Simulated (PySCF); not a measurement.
# MoNH: triplet, from a PBE0 minimum start

The task is one start of a wider search on MoNH: the triplet, from a PBE0 minimum start. It is relaxed, tested by its Hessian and followed downhill if it is a saddle.

The runs use PySCF 2.14.0; PBE0, basis Mo def2-TZVP with ECP28, N def2-TZVP, H def2-TZVP, scalar-relativistic core potentials, no spin–orbit coupling, density fitting.

### Step 1. Where the work starts

3 atoms, charge 0, spin multiplicity 3.

Bond lengths: Mo1–N2 1.615 Å, Mo1–H3 1.717 Å. Angles: N2–Mo1–H3 100.4°.

```xyz
3
charge 0 multiplicity 3
Mo   -0.0317   -0.1384    0.1381
N     0.2070    0.9034   -1.0725
H     0.2050    0.8947    1.4892
```

### Step 2. Finding the electronic state

The steps below are one call of a driver around PySCF. For each, scf.py gives the equivalent set-up of the SCF; relaxations use the driver's own optimiser. After this first run the driver tries any further starts and a stability analysis.

scf.py

```python
from pyscf import gto, scf, dft
mol = gto.M(atom='''
Mo    -0.031721    -0.138421     0.138067
N      0.207029     0.903403    -1.072509
H      0.205039     0.894722     1.489227''',
    basis={'Mo': 'def2-TZVP', 'N': 'def2-TZVP', 'H': 'def2-TZVP'},
    ecp={'Mo': 'def2-TZVP'},
    charge=0, spin=2)
mf = dft.UKS(mol, xc='PBE0')
mf.grids.atom_grid = (50, 194)
aux = {'Mo': 'def2-universal-JKFIT', 'N': 'def2-universal-JKFIT', 'H': 'def2-universal-JKFIT'}
mf = mf.density_fit(auxbasis=aux)
mf.conv_tol = 1e-08
mf.diis_space = 10
mf.max_cycle = 60
mf.init_guess = 'minao'
mf.verbose = 4
mf.kernel()
```

Launch:

```
> OMP_NUM_THREADS=2 python axn.py task.json out
```

The program printed:

```text
init E= -116.926212392773
[... the frontier-level lines of each cycle are left out ...]
cycle= 1 E= -123.319230080907  delta_E= -6.39  |g|= 0.436  |ddm|=  2.9
cycle= 2 E= -123.286620653325  delta_E= 0.0326  |g|= 0.555  |ddm|= 0.966
cycle= 3 E= -123.42498473685  delta_E= -0.138  |g|= 0.0386  |ddm|= 0.568
cycle= 4 E= -123.425936693625  delta_E= -0.000952  |g|= 0.0515  |ddm|= 0.0753
cycle= 5 E= -123.426714062685  delta_E= -0.000777  |g|= 0.0397  |ddm|= 0.0491
cycle= 6 E= -123.427542377978  delta_E= -0.000828  |g|= 0.0126  |ddm|= 0.0319
cycle= 7 E= -123.427931295743  delta_E= -0.000389  |g|= 0.0047  |ddm|= 0.043
cycle= 8 E= -123.4280359799  delta_E= -0.000105  |g|= 0.00255  |ddm|= 0.0259
cycle= 9 E= -123.428053329723  delta_E= -1.73e-05  |g|= 0.000894  |ddm|= 0.00842
cycle= 10 E= -123.428056439628  delta_E= -3.11e-06  |g|= 0.000362  |ddm|= 0.00289
cycle= 11 E= -123.428057133455  delta_E= -6.94e-07  |g|= 0.000186  |ddm|= 0.00188
cycle= 12 E= -123.428057217732  delta_E= -8.43e-08  |g|= 5.12e-05  |ddm|= 0.000699
cycle= 13 E= -123.428057229676  delta_E= -1.19e-08  |g|= 2.88e-05  |ddm|= 0.00033
cycle= 14 E= -123.428057231373  delta_E= -1.7e-09  |g|= 1.16e-05  |ddm|= 8.64e-05
Extra cycle  E= -123.428057231545  delta_E= -1.72e-10  |g|= 1.73e-05  |ddm|= 3.6e-05
converged SCF energy = -123.428057231545  <S^2> = 2.0593397  2S+1 = 3.0393023
```

This step, with its further starts and checks, took 14 s on 2 threads of Arm Neoverse N1, shared host.

The starts that the driver tried:

| start | energy (Eh) |
| --- | --- |
| the minimal-basis guess | -123.428057 |
| a thermally smeared density | -123.428057 |
| a smeared PBE density | -123.428057 |

The test of internal stability and the other starts found no lower solution of this spin.

### Step 3. Relaxing the triplet from the PBE0 minimum start

The program finds Cs symmetry in the start, which this walk keeps. Threshold on the gradient: 0.0003 Eh/bohr, with a further test on the energy change.

scf.py, as its differences from that of step 2:

```diff
@@ -16 +15,0 @@
-mf.init_guess = 'minao'
```

The optimiser's trace:

| step | energy (Eh) | change (kJ/mol) | largest symmetric gradient (Eh/bohr) |
| --- | --- | --- | --- |
| 0 | -123.428057 | 0.00 | 0.00002 |

The walk took 1.8 s.

It settles in Cs symmetry, 0.0 kJ/mol below the start, after 0 steps: Mo–H 1.717 Å, Mo–N 1.615 Å; H–Mo–N 100.4°.

### Step 4. Frequencies

On the finer grid the gradient is checked again; gradients at displacements of ±0.02 bohr then give force constants and infrared intensities.

scf.py, as its differences from that of step 3:

```diff
@@ -10 +10 @@
-mf.grids.atom_grid = (50, 194)
+mf.grids.atom_grid = (75, 302)
@@ -13 +13 @@
-mf.conv_tol = 1e-08
+mf.conv_tol = 1e-10
```

This SCF starts from the last density.

Log of the central SCF (cycles and frontier levels):

```text
init E= -123.428077022753
[... the frontier-level lines of each cycle are left out ...]
cycle= 1 E= -123.428077022751  delta_E= 2.36e-12  |g|= 3.94e-06  |ddm|= 5.95e-06
Extra cycle  E= -123.428077022726  delta_E= 2.41e-11  |g|= 8.57e-06  |ddm|= 8.5e-06
converged SCF energy = -123.428077022726  <S^2> = 2.0593429  2S+1 = 3.0393045
```

The whole step took 51 s.

Geometry: Cs; Mo–H 1.717 Å, Mo–N 1.615 Å; H–Mo–N 100.4°.

Harmonic modes (main isotopes):

| symmetry | ω (cm⁻¹) | IR (km/mol) | type |
| --- | --- | --- | --- |
| a' | 576 | 60.8 | bend |
| a' | 1151 | 89.3 | stretch |
| a' | 1820 | 184 | stretch |

All wavenumbers are real: a minimum.

Constants and moments:

```yaml
Dipole_moment: 4.45 D
Highest_occupied_level: -6.08 eV
Lowest_empty_level: -2.63 eV
Rotational_constants: 5.971, 0.5229, 0.4808 cm⁻¹
Zero-point_energy: 21.2 kJ/mol
Principal_polarisabilities: 50.4, 55.6, 57.3 bohr³
Atomisation_energy_without_zero-point_energy: 732 kJ/mol
Principal_traceless_quadrupole_moments_about_the_centre_of_mass: -4.36, 2.09, 2.27 D Å
Entropy_at_298.15_K_and_1_bar_electronic_part_spin_only: 261.3 J/(mol K)
Heat_capacity_Cp_at_298.15_K: 38.9 J/(mol K)
Enthalpy_at_298.15_K_above_0_K: 10.43 kJ/mol
Rotational_symmetry_number: 1
Spin_squared_⟨S²⟩: 2.059
```

Charges (e) and bond orders:

| atom | Mulliken | Löwdin | polar tensor | spin (Mulliken) | Mayer order to Mo1 |
| --- | --- | --- | --- | --- | --- |
| Mo1 | 0.59 | 0.33 | 0.90 | 2.47 | – |
| N2 | -0.48 | -0.25 | -0.59 | -0.36 | 2.93 |
| H3 | -0.11 | -0.08 | -0.31 | -0.10 | 0.94 |

Outer orbital energies (eV). α occupied: -44.29, -19.16, -9.38, -9.05, -8.94, -8.34, -6.79, -6.08; empty: -2.63, -1.84, -0.59, 0.56. β occupied: -43.94, -42.21, -41.96, -19.62, -9.16, -8.94, -8.85, -8.13; empty: -2.17, -1.69, -1.68, -0.82.

Mulliken populations on Mo1 (outside its core potential): s 2.60, p 6.16, d 4.62, f 0.03.

### Step 5. What came out

| quantity | value |
| --- | --- |
| minimum | triplet, Cs |
| geometry | Mo–H 1.717 Å, Mo–N 1.615 Å; H–Mo–N 100.4° |
| wavenumbers (cm⁻¹) | 576 (a'), 1151 (a'), 1820 (a') |
| dipole moment | 4.45 D |
| highest occupied, lowest empty level (either spin) | -6.08, -2.63 eV |
| polar-tensor charge of Mo1 | +0.90 e |
| zero-point energy | 21.2 kJ/mol |
| entropy at 298.15 K | 261.3 J/(mol K) |
| atomisation energy (no zero-point energy) | 732 kJ/mol |
| ⟨S²⟩ | 2.059 |

In words: The molecule stays Cs, as typed, and the end point is a minimum. In the infrared the band at 1820 cm⁻¹ (a', stretch) leads. Most of the spin sits on Mo1 (Mulliken spin 2.47, against 2 for the whole molecule). Only this shape and spin were tried, so other structures or states may lie lower. One determinant may miss the lowest occupation of an open d or f shell.

The search up to here took 66 s.
